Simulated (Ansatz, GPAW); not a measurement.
# SrCl2 with PBE in single-zeta orbitals from a Python script

These are simulated results from GPAW 26.7.0, not measurements. The cell began as a measured structure and was relaxed with r2SCAN in plane waves (Ansatz 0.2.0). All runs are without spin polarisation.

Space group Fm-3m (No. 225), cubic; a = 6.995 Å in the conventional setting, 28.53 Å³ an atom. Sr is surrounded by 8 Cl at 3.03 Å; Cl is surrounded by 4 Sr at 3.03 Å.

The basis is minimal: single zeta, one radial function for each shell that the log's basis lists. It describes the filled bands fairly and the empty ones poorly.

run.py reads:

```python
import json
from ase import Atoms
from gpaw import GPAW, PW, FermiDirac

atoms = Atoms(['Sr', 'Cl', 'Cl'],
              cell=[[-0.0, 3.497651, 3.497651], [3.497651, 0.0, 3.497651], [3.497651, 3.497651, 0.0]],
              scaled_positions=[[0.0, -0.0, -0.0], [0.25, 0.25, 0.25], [0.75, 0.75, 0.75]],
              pbc=True)
calc = GPAW(mode='lcao', basis='sz(dzp)', h=0.2, xc='PBE', kpts={'size': (4, 4, 4), 'gamma': True},
            occupations=FermiDirac(0.02), maxiter=100, legacy_gpaw=True, txt='gpaw.txt')
atoms.calc = calc
res = {'energy': atoms.get_potential_energy(force_consistent=True)}
res['electrons'] = calc.get_number_of_electrons()
res['k'] = calc.get_ibz_k_points().tolist()
res['levels'] = [calc.get_eigenvalues(kpt=i).tolist() for i in range(len(res['k']))]
points = [[0.0, 0.0, 0.0], [0.5, 0.0, 0.5], [0.625, 0.25, 0.625], [0.375, 0.375, 0.75], [0.5, 0.5, 0.5], [0.5, 0.25, 0.75], [0.0, 0.5, 0.5]]
bands = calc.fixed_density(kpts=points, symmetry='off', txt='bands.txt')
res['points'] = [bands.get_eigenvalues(kpt=i).tolist() for i in range(len(points))]
json.dump(res, open('results.json', 'w'))
print('free energy (eV):', round(res['energy'], 5))
```

Command: `python run.py`. It took 11 s on 1 thread of Arm Neoverse V1 (shared host), peak memory 0.16 GiB.

The log gpaw.txt, trimmed of paths, versions and times, then the last line on the terminal. An iter line gives the energy in eV and the logarithms of the changes of orbitals (plane waves alone) and density (c: converged):

```
___ ___ ___ _ _ _
 |   |   |_  | | | |

 | | | | | . | | | |

 |__ |  _|___|_____|  26.7.0
 |___|_|

Input parameters:
  basis: sz(dzp)
  h: 0.2
  kpts: {gamma: True,
         size: (4, 4, 4)}
  maxiter: 100
  mode: lcao
  occupations: {fixmagmom: False,
                name: fermi-dirac,
                width: 0.02}
  xc: PBE

System changes: positions, numbers, cell, pbc, initial_charges, initial_magmoms

Initialize ...

species:
  Sr:
    name:    Strontium
    Z:       38.0
    valence: 10
    core:    28
    charge:  0.0  # [|e|]
    compensation charges:
      type: gauss
      rc: 0.40  # [Å]
      lmax: 2
    cutoffs:
      filter: 2.39  # [Å]
      core: 1.85  # [Å]
    projectors
    | kind |    occ | energy [eV] | rcut [Å] |

    |------|--------|-------------|----------|

    |   4s |  2.000 |     -40.883 |    1.291 |

    |   5s |  2.000 |      -3.525 |    1.291 |

    |   4p |  6.000 |     -22.826 |    1.291 |

    |    p |        |       4.386 |    1.291 |

    |    d |        |       0.000 |    1.254 |

    LCAO basis set for Sr:
      Name: sz(dzp)
      Number of radial functions: 5
      Number of spherical harmonics: 13
        l=0, rc=4.2969 Bohr: 4s-sz confined orbital
        l=0, rc=11.4688 Bohr: 5s-sz confined orbital
        l=1, rc=5.0781 Bohr: 4p-sz confined orbital
        l=1, rc=14.8281 Bohr: 5p-sz confined orbital
        l=2, rc=11.1875 Bohr: 4d-sz confined orbital
      Number of RI-basis functions 0

  Cl:
    name:    Chlorine
    Z:       17.0
    valence: 7
    core:    10
    charge:  0.0  # [|e|]
    compensation charges:
      type: gauss
      rc: 0.25  # [Å]
      lmax: 2
    cutoffs:
      filter: 1.40  # [Å]
      core: 1.49  # [Å]
    projectors
    | kind |    occ | energy [eV] | rcut [Å] |

    |------|--------|-------------|----------|

    |   3s |  2.000 |     -20.689 |    0.794 |

    |   3p |  5.000 |      -8.594 |    0.794 |

    |    s |        |       6.523 |    0.794 |

    |    p |        |      18.617 |    0.794 |

    |    d |        |       0.000 |    0.794 |

    LCAO basis set for Cl:
      Name: sz(dzp)
      Number of radial functions: 2
      Number of spherical harmonics: 4
        l=0, rc=5.1719 Bohr: 3s-sz confined orbital
        l=1, rc=6.2656 Bohr: 3p-sz confined orbital
      Number of RI-basis functions 0

Reference energy: -111606.668799  # eV

Spin-paired calculation

Convergence criteria:
 Maximum [total energy] change in last 3 cyles: 0.0005 eV / valence electron
 Maximum integral of absolute [dens]ity change: 0.0001 electrons / valence electron
 Maximum integral of absolute [eigenst]ate change: 4e-08 eV^2 / valence electron
 Maximum number of scf [iter]ations: 100
 (Square brackets indicate name in SCF output, whereas a 'c' in
 the SCF output indicates the quantity has converged.)

Symmetries present (total): 48

  ( 1  0  0)  ( 1  0  0)  ( 1  0  0)  ( 1  0  0)  ( 1  0 -1)  ( 1  0 -1)
  ( 1  0 -1)  ( 1 -1  0)  ( 0  1  0)  ( 0  0  1)  ( 1  0  0)  ( 1 -1  0)
  ( 1 -1  0)  ( 1  0 -1)  ( 0  0  1)  ( 0  1  0)  ( 1 -1  0)  ( 1  0  0)

  ( 1  0 -1)  ( 1  0 -1)  ( 1 -1  0)  ( 1 -1  0)  ( 1 -1  0)  ( 1 -1  0)
  ( 0  1 -1)  ( 0  0 -1)  ( 1  0  0)  ( 1  0 -1)  ( 0 -1  1)  ( 0 -1  0)
  ( 0  0 -1)  ( 0  1 -1)  ( 1  0 -1)  ( 1  0  0)  ( 0 -1  0)  ( 0 -1  1)

  ( 0  1  0)  ( 0  1  0)  ( 0  1  0)  ( 0  1  0)  ( 0  1 -1)  ( 0  1 -1)
  ( 1  0  0)  ( 0  1 -1)  ( 0  0  1)  (-1  1  0)  ( 1  0 -1)  ( 0  1  0)
  ( 0  0  1)  (-1  1  0)  ( 1  0  0)  ( 0  1 -1)  ( 0  0 -1)  (-1  1  0)

  ( 0  1 -1)  ( 0  1 -1)  ( 0  0  1)  ( 0  0  1)  ( 0  0  1)  ( 0  0  1)
  ( 0  0 -1)  (-1  1  0)  ( 1  0  0)  ( 0  1  0)  ( 0 -1  1)  (-1  0  1)
  ( 1  0 -1)  ( 0  1  0)  ( 0  1  0)  ( 1  0  0)  (-1  0  1)  ( 0 -1  1)

  ( 0  0 -1)  ( 0  0 -1)  ( 0  0 -1)  ( 0  0 -1)  ( 0 -1  1)  ( 0 -1  1)
  ( 1  0 -1)  ( 0  1 -1)  ( 0 -1  0)  (-1  0  0)  ( 1 -1  0)  ( 0  0  1)
  ( 0  1 -1)  ( 1  0 -1)  (-1  0  0)  ( 0 -1  0)  ( 0 -1  0)  (-1  0  1)

  ( 0 -1  1)  ( 0 -1  1)  ( 0 -1  0)  ( 0 -1  0)  ( 0 -1  0)  ( 0 -1  0)
  ( 0 -1  0)  (-1  0  1)  ( 1 -1  0)  ( 0  0 -1)  ( 0 -1  1)  (-1  0  0)
  ( 1 -1  0)  ( 0  0  1)  ( 0 -1  1)  (-1  0  0)  ( 1 -1  0)  ( 0  0 -1)

  (-1  1  0)  (-1  1  0)  (-1  1  0)  (-1  1  0)  (-1  0  1)  (-1  0  1)
  ( 0  1  0)  ( 0  1 -1)  (-1  0  1)  (-1  0  0)  ( 0  0  1)  ( 0 -1  1)
  ( 0  1 -1)  ( 0  1  0)  (-1  0  0)  (-1  0  1)  ( 0 -1  1)  ( 0  0  1)

  (-1  0  1)  (-1  0  1)  (-1  0  0)  (-1  0  0)  (-1  0  0)  (-1  0  0)
  (-1  1  0)  (-1  0  0)  ( 0  0 -1)  ( 0 -1  0)  (-1  1  0)  (-1  0  1)
  (-1  0  0)  (-1  1  0)  ( 0 -1  0)  ( 0  0 -1)  (-1  0  1)  (-1  1  0)

64 k-points: 4 x 4 x 4 Monkhorst-Pack grid + [1/8,1/8,1/8]
8 k-points in the irreducible part of the Brillouin zone
       k-points in crystal coordinates                weights
   0:     0.00000000    0.00000000    0.00000000          1/64
   1:     0.25000000    0.25000000    0.00000000          6/64
   2:     0.25000000    0.25000000    0.25000000          8/64
   3:     0.50000000    0.25000000   -0.25000000          6/64
   4:     0.50000000    0.25000000    0.25000000         12/64
   5:     0.50000000    0.50000000    0.00000000          3/64
   6:     0.50000000    0.50000000    0.25000000         24/64
   7:     0.50000000    0.50000000    0.50000000          4/64

Wave functions: LCAO
  Diagonalizer: Serial LAPACK
  Atomic Correction: dense with blas
  Data-type: complex

Occupation numbers: Fermi-Dirac:
  width: 0.0200  # eV

Eigensolver
   LCAO using direct dense diagonalizer

Densities:
  Coarse grid: 20*20*20 grid
  Fine grid: 40*40*40 grid
  Total Charge: 0.000000

Density mixing:
  Method: separate
  Backend: msr1
  Linear mixing parameter: 0.05
  old densities: 10
  Width of damping distribution: 1.1
  Damping of long wavelength oscillations: 20

Hamiltonian:
  XC and Coulomb potentials evaluated on a 40*40*40 grid
  Using the PBE Exchange-Correlation functional
  Interpolation: tri-quintic (5. degree polynomial)
  Poisson solver: FastPoissonSolver using
    Stencil: 12*3+1=37 point O(h^6) finite-difference Laplacian
    FFT axes: [np.int64(0), np.int64(1), np.int64(2)]
    FST axes: []

XC parameters: PBE with 2 nearest neighbor stencil

Memory estimate:
  Process memory now: 113.36 MiB
  Calculator: 19.00 MiB
    Density: 8.27 MiB
      Arrays: 1.59 MiB
      Localized functions: 5.46 MiB
      Mixer: 1.22 MiB
    Hamiltonian: 1.50 MiB
      Arrays: 1.04 MiB
      XC: 0.00 MiB
      Poisson: 0.00 MiB
      vbar: 0.46 MiB
    Wavefunctions: 9.23 MiB
      C [qnM]: 0.03 MiB
      S, T [2 x qmm]: 0.11 MiB
      P [aqMi]: 0.01 MiB
      BasisFunctions: 9.08 MiB
      Eigensolver: 0.00 MiB

Total number of cores used: 1

Number of atoms: 3
Number of atomic orbitals: 21
Number of bands in calculation: 13
Number of valence electrons: 24
Bands to converge: occupied
Positions:
   0 Sr     0.000000    0.000000    0.000000    ( 0.0000,  0.0000,  0.0000)
   1 Cl     1.748825    1.748825    1.748825    ( 0.0000,  0.0000,  0.0000)
   2 Cl     5.246476    5.246476    5.246476    ( 0.0000,  0.0000,  0.0000)

Unit cell:
           periodic     x           y           z      points  spacing
  1. axis:    yes   -0.000000    3.497651    3.497651    20     0.2019
  2. axis:    yes    3.497651    0.000000    3.497651    20     0.2019
  3. axis:    yes    3.497651    3.497651    0.000000    20     0.2019

  Lengths:   4.946425   4.946425   4.946425
  Angles:   60.000000  60.000000  60.000000

Effective grid spacing dv^(1/3) = 0.2203

iter:   1   -11.737706        c
iter:   2   -11.726776        c -1.42
iter:   3   -11.711784        c -1.45
iter:   4   -11.715082        c -2.12
iter:   5   -11.715481c       c -2.56
iter:   6   -11.715462c       c -3.58
iter:   7   -11.715460c       c -4.08c

Converged after 7 iterations.

Energy contributions relative to reference atoms: (reference = -111606.668799)

Kinetic:        +24.359329
Potential:      -22.457272
External:        +0.000000
XC:             -14.262379
Entropy (-ST):   -0.000000
Local:           +0.644862
SIC:             +0.000000
--------------------------
Free energy:    -11.715460
Extrapolated:   -11.715460

Showing only first 2 kpts
 Kpt  Band  Eigenvalues  Occupancy
  0    10      1.48283    2.00000
  0    11      1.48448    2.00000
  0    12      7.00439    0.00000

  1    10      1.46554    2.00000
  1    11      1.46660    2.00000
  1    12      8.08064    0.00000

Fermi level: 3.96870

Gap: 5.211 eV
Transition (v -> c):
  (s=0, k=5, n=11, [0.50, 0.50, 0.00]) -> (s=0, k=0, n=12, [0.00, 0.00, 0.00])
Direct/indirect transitions are different
Direct gap: 5.520 eV
Transition at: (s=0, k=0, n=11, [0.00, 0.00, 0.00])

free energy (eV): -11.71546
```

The gap in the log is over the mesh alone; results.json adds the listed points. PBE in single-zeta orbitals gives a gap of 5.21 eV. On the same cell, plane-wave PBE (Ansatz, 6×6×6 k points and the special points) gives a gap of 5.31 eV and r2SCAN a gap of 5.94 eV; on shared hosts these took about 2.2 and 5.5 core-seconds on the 3-atom cell, against 11 for the script. Semilocal gaps usually lie below measured ones.
